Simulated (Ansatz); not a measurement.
**CH9NSi2 (SMILES C[SiH2]N[SiH3]) at r2SCAN/cc-pVDZ**

Aim: the vertical ionisation energy of CH9NSi2 at r2SCAN/cc-pVDZ, from 2 runs. 

The calculation is run with Ansatz 0.2.0.

44 further runs of the same task are left out: 44 set aside as unsound or not needed. Runs told in other sessions of the task aren't counted.

## Step 1: Starting point

CH9NSi2 has 13 atoms, charge 0, and is taken as a singlet. SMILES: `C[SiH2]N[SiH3]`. The coordinates come from a PBE0-D4/def2-TZVP relaxation. This is one conformer, not always the lowest.

Bond lengths: C1–Si2 1.865 Å, Si2–N3 1.730 Å, N3–Si4 1.724 Å, C1–H5 1.094 Å, C1–H6 1.093 Å, C1–H7 1.093 Å, Si2–H8 1.491 Å, Si2–H9 1.487 Å, N3–H10 1.011 Å, Si4–H11 1.485 Å, Si4–H12 1.489 Å, Si4–H13 1.491 Å. Some angles: C1–Si2–N3 112.8°, Si2–N3–Si4 128.4°, C1–Si2–H8 108.4°, C1–Si2–H9 110.4°, N3–Si2–H8 110.2°, N3–Si2–H9 106.2°, Si2–C1–H5 110.6°, Si2–C1–H6 110.9°, Si2–C1–H7 111.0°, Si2–N3–H10 115.9°.

## Step 2: The energy at r2SCAN/cc-pVDZ

The input, input.yaml:

```yaml
crystal:
  periodic: [false, false, false]
  atoms:
    - {symbol: C, position_ang: [0.548000, 2.005600, -0.681400]}
    - {symbol: Si, position_ang: [-0.416900, 0.418300, -0.851600]}
    - {symbol: "N", position_ang: [0.330700, -0.910900, -0.035400]}
    - {symbol: Si, position_ang: [-0.254700, -1.802600, 1.318600]}
    - {symbol: H, position_ang: [0.048800, 2.818700, -1.215900]}
    - {symbol: H, position_ang: [0.644700, 2.292400, 0.368400]}
    - {symbol: H, position_ang: [1.553200, 1.899700, -1.098200]}
    - {symbol: H, position_ang: [-0.565400, 0.112100, -2.303700]}
    - {symbol: H, position_ang: [-1.769200, 0.566800, -0.250900]}
    - {symbol: H, position_ang: [1.189600, -1.253400, -0.443100]}
    - {symbol: H, position_ang: [-1.238600, -0.954600, 2.037800]}
    - {symbol: H, position_ang: [0.874300, -2.146100, 2.226000]}
    - {symbol: H, position_ang: [-0.924100, -3.080700, 0.944100]}
basis:
  gaussian:
    orbitals: cc-pVDZ
hamiltonian:
  xc: {name: r2SCAN}
accuracy: high
output: {orbitals: {seedname: orbitals}}
```

The run is started by

```sh
ansatz run input.yaml --threads 1 --pin off --max-ram 2610MiB --events-out events.jsonl --progress --plain --runs-dir runs
```

The log of the run:

```text
Warning: RAYON_NUM_THREADS=1 ignored (pool sized by the plan → 1); use --threads N
Functional definition: r2SCAN
  name "r2SCAN"
  parameter k0 = 0.174
  parameter k1 = 0.065
  parameter a1 = 4.9479
  exchange = r2scan_x(k0 = k0, k1 = k1, a1 = a1)
  correlation = r2scan_c
2673 factors; integrals over basis functions are off by at most 3.8e-9 eV
mean field evaluation 1: about -18416.4047 eV, gradient 6.9e1 eV
mean field evaluation 2: about -18398.2594 eV, gradient 1.1e2 eV
mean field evaluation 4: about -18426.7356 eV, gradient 7.1e0 eV
mean field evaluation 8: about -18426.8499 eV, gradient 5.2e-2 eV
mean field evaluation 16: about -18426.8499 eV, gradient 3.9e-6 eV
mean field -18426.84992951 eV, -677.1742447421 hartree, gradient 6.3e-8 eV, S^2 0.000000; 0 other end points of the search recorded, 0 dependent functions left out
reference -18426.84993047 eV, -677.1742447774 hartree; 25, 25 occupied and 84, 84 virtual orbitals, 2673 factors
Total energy: -18426.84993047 eV, -677.1742447774 hartree
```

It took 20 s on 1 thread of Intel Xeon Platinum 8259CL at 2.50GHz (Skylake/Cascade Lake), shared host; peak memory 0.43 GiB.

## Step 3: The doublet cation at the same level

The input, job.yaml:

```yaml
basis:
  gaussian:
    orbitals: cc-pVDZ
crystal:
  periodic: [false, false, false]
  atoms:
    - {symbol: C, position_ang: [0.548000, 2.005600, -0.681400]}
    - {symbol: Si, position_ang: [-0.416900, 0.418300, -0.851600]}
    - {symbol: N, position_ang: [0.330700, -0.910900, -0.035400]}
    - {symbol: Si, position_ang: [-0.254700, -1.802600, 1.318600]}
    - {symbol: H, position_ang: [0.048800, 2.818700, -1.215900]}
    - {symbol: H, position_ang: [0.644700, 2.292400, 0.368400]}
    - {symbol: H, position_ang: [1.553200, 1.899700, -1.098200]}
    - {symbol: H, position_ang: [-0.565400, 0.112100, -2.303700]}
    - {symbol: H, position_ang: [-1.769200, 0.566800, -0.250900]}
    - {symbol: H, position_ang: [1.189600, -1.253400, -0.443100]}
    - {symbol: H, position_ang: [-1.238600, -0.954600, 2.037800]}
    - {symbol: H, position_ang: [0.874300, -2.146100, 2.226000]}
    - {symbol: H, position_ang: [-0.924100, -3.080700, 0.944100]}
total_charge: 1
magnetization:
  spin_polarized: true
  initial_magnetization: 1
hamiltonian:
  xc: {name: r2SCAN}
accuracy: high
output:
  orbitals: {seedname: orbitals}
```

The run is started by

```sh
ansatz run job.yaml --threads 1 --pin off --max-ram 2610MiB --events-out events.jsonl --progress --plain --runs-dir runs
```

The log of the run:

```text
Warning: RAYON_NUM_THREADS=1 ignored (pool sized by the plan → 1); use --threads N
Functional definition: r2SCAN
  name "r2SCAN"
  parameter k0 = 0.174
  parameter k1 = 0.065
  parameter a1 = 4.9479
  exchange = r2scan_x(k0 = k0, k1 = k1, a1 = a1)
  correlation = r2scan_c
2672 factors; integrals over basis functions are off by at most 3.8e-9 eV
mean field evaluation 1: about -18397.1674 eV, gradient 6.5e1 eV
mean field evaluation 2: about -18323.6788 eV, gradient 1.2e2 eV
mean field evaluation 4: about -18415.8173 eV, gradient 1.8e1 eV
mean field evaluation 8: about -18417.9493 eV, gradient 5.8e-1 eV
mean field evaluation 16: about -18417.9413 eV, gradient 6.3e-4 eV
mean field evaluation 32: about -18416.2462 eV, gradient 4.7e0 eV
mean field -18417.94130824 eV, -676.8468589490 hartree, gradient 3.8e-8 eV, S^2 0.758891; 2 other end points of the search recorded, 0 dependent functions left out
reference -18417.94131105 eV, -676.8468590521 hartree; 25, 24 occupied and 84, 85 virtual orbitals, 2672 factors
Total energy: -18417.94131105 eV, -676.8468590521 hartree
```

It took 37 s on 1 thread of Intel Xeon Platinum 8259CL at 2.50GHz (Skylake/Cascade Lake), shared host; peak memory 0.63 GiB.

## Step 4: Outcome

At r2SCAN/cc-pVDZ:

```
                                          quantity          value
                     singlet CH9NSi2: total energy  -677.17424 Eh
                      singlet CH9NSi2: HOMO energy       -6.10 eV
                      singlet CH9NSi2: LUMO energy        0.24 eV
                    singlet CH9NSi2: HOMO–LUMO gap        6.34 eV
                      doublet cation: total energy  -676.84686 Eh
doublet cation: HOMO energy (highest over α and β)      -13.00 eV
 doublet cation: LUMO energy (lowest over α and β)      -11.59 eV
                              doublet cation: ⟨S²⟩          0.759
vertical ionisation energy (to the doublet cation)       8.909 eV
```

What this shows: The vertical ionisation energy comes to 8.91 eV (860 kJ/mol). The negative HOMO energy of the first species, 6.10 eV, lies 2.81 eV below that difference.
